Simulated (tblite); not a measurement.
# C2H3B2F (SMILES BC1=CB1F) at GFN1-xTB

Aim: a geometry optimisation of C2H3B2F. The job is set up through a Python script.

The results are computed with tblite 0.8.0.

21 further runs of the same task are left out: 21 set aside as unsound or not needed.

### 1 Starting point

The species is C2H3B2F (8 atoms), meant as a singlet with charge 0. SMILES: `BC1=CB1F`. Geometry: relaxed at GFN2-xTB. The run starts from this shape.

Bond lengths: B1–C2 1.481 Å, C2–C3 1.378 Å, C2–B4 1.532 Å, C3–B4 1.450 Å, B4–F5 1.318 Å, B1–H6 1.170 Å, B1–H7 1.170 Å, C3–H8 1.069 Å. Some angles: B1–C2–C3 153.2°, B1–C2–B4 147.3°, C3–C2–B4 59.5°, C2–C3–B4 65.5°, C2–B4–C3 55.0°, C2–B4–F5 147.0°, C3–B4–F5 158.0°, C2–B1–H6 119.7°, C2–B1–H7 119.6°, C2–C3–H8 133.7°.

### 2 A structure relaxation at GFN1-xTB

input.xyz

```xyz
8

B     -1.054430     1.054910    -0.290310
C     -0.086500    -0.028980    -0.006760
C      0.255520    -1.344860     0.219700
B      1.372310    -0.420460     0.249500
F      2.621360    -0.016060     0.364190
H     -1.542580     1.643220     0.594840
H     -1.263210     1.367340    -1.397810
H     -0.302470    -2.255130     0.266640
```

calc.py

```python
import json
import numpy as np
from tblite.interface import Calculator
from tblite.interface import symbols_to_numbers
from scipy.optimize import minimize

symbols = list(map(str, np.loadtxt("input.xyz", skiprows=2, usecols=0, dtype=str, ndmin=1)))
numbers = np.array(symbols_to_numbers(symbols))
positions = np.loadtxt("input.xyz", skiprows=2, usecols=(1, 2, 3), ndmin=2) / 0.5291772

tb = Calculator("GFN1-xTB", numbers, positions, charge=0, uhf=0)
tb.set("verbosity", 0)
tb.set("accuracy", 0.01)
last, frames, energies, grads = [None], [], [], []

def fun(x):
    tb.update(x.reshape(-1, 3))
    last[0] = tb.singlepoint(last[0])
    return float(last[0].get('energy')), last[0].get('gradient').ravel()

def show(x):
    e, g = fun(x)
    frames.append(x.reshape(-1, 3).tolist())
    energies.append(e)
    grads.append(g.reshape(-1, 3).tolist())
    print(f"{len(energies) - 1:4d} {e:16.9f} {np.abs(g).max():12.3e} {np.linalg.norm(g):12.3e}")

print("step      energy/Eh       max grad     grad norm")
show(positions.ravel())
opt = minimize(fun, positions.ravel(), jac=True, method="BFGS", callback=show, options={"gtol": 3e-05, "maxiter": 500})
print("converged:", opt.success, "-", opt.message)
fun(opt.x)
sp = last[0]
final = opt.x.reshape(-1, 3)
print("final geometry (angstrom)")
for s, p in zip(symbols, final * 0.529177210903):
    print(f"{s:<2} {p[0]:12.6f} {p[1]:12.6f} {p[2]:12.6f}")
print(f"total energy: {sp.get('energy') * 27.211386:.8f} eV")
eps = np.atleast_2d(sp.get("orbital-energies")) * 27.211386
occ = np.atleast_2d(sp.get("orbital-occupations"))
filled = occ.sum(axis=0) if eps.shape[0] == 1 else occ[0]
homo = np.nonzero(filled > 0.5)[0].max()
print("  MO   occupation   energy/eV")
for i in range(max(0, homo - 4), min(eps.shape[1], homo + 5)):
    print(f"{i + 1:4d} {filled[i]:10.4f} {eps[0, i]:12.4f}")
mu = sp.get("dipole") * 2.541746
print(f"|mu|: {np.linalg.norm(mu):.4f} D, components " + " ".join(f"{c:.4f}" for c in mu))
q = sp.get("charges")
print("Charges:", " ".join(f"{s}{i + 1}={c:+.4f}" for i, (s, c) in enumerate(zip(symbols, q))))
out = {k: np.asarray(sp.get(k)).tolist() for k in ("energy", "gradient", "charges", "dipole", "orbital-energies", "orbital-occupations")}
out.update(symbols=symbols, positions=(positions * 0.529177210903).tolist(), final=final.tolist(), frames=frames, step_energies=energies, grads=grads, success=bool(opt.success))
json.dump(out, open("results.json", "w"))
```

The run is started by

```bash
python calc.py
```

What values should one expect? Wanted: total energy at the end; dipole moment; HOMO energy; LUMO energy; HOMO–LUMO gap.

Answer, from the run:

At GFN1-xTB:

```
               quantity         value
total energy at the end  -13.72839 Eh
          dipole moment        1.29 D
            HOMO energy     -11.53 eV
            LUMO energy      -7.39 eV
          HOMO–LUMO gap       4.14 eV
```

What this shows: At the final geometry: Bond lengths: B1–C2 1.473 Å, C2–C3 1.387 Å, C2–B4 1.522 Å, C3–B4 1.437 Å, B4–F5 1.321 Å, B1–H6 1.185 Å, B1–H7 1.185 Å, C3–H8 1.074 Å. Some angles: B1–C2–C3 152.6°, B1–C2–B4 148.4°, C3–C2–B4 59.0°, C2–C3–B4 65.2°, C2–B4–C3 55.8°, C2–B4–F5 146.6°, C3–B4–F5 157.6°, C2–B1–H6 120.4°, C2–B1–H7 120.4°, C2–C3–H8 134.5°. The optimisation took 32 steps and changed the energy by -0.015 eV.
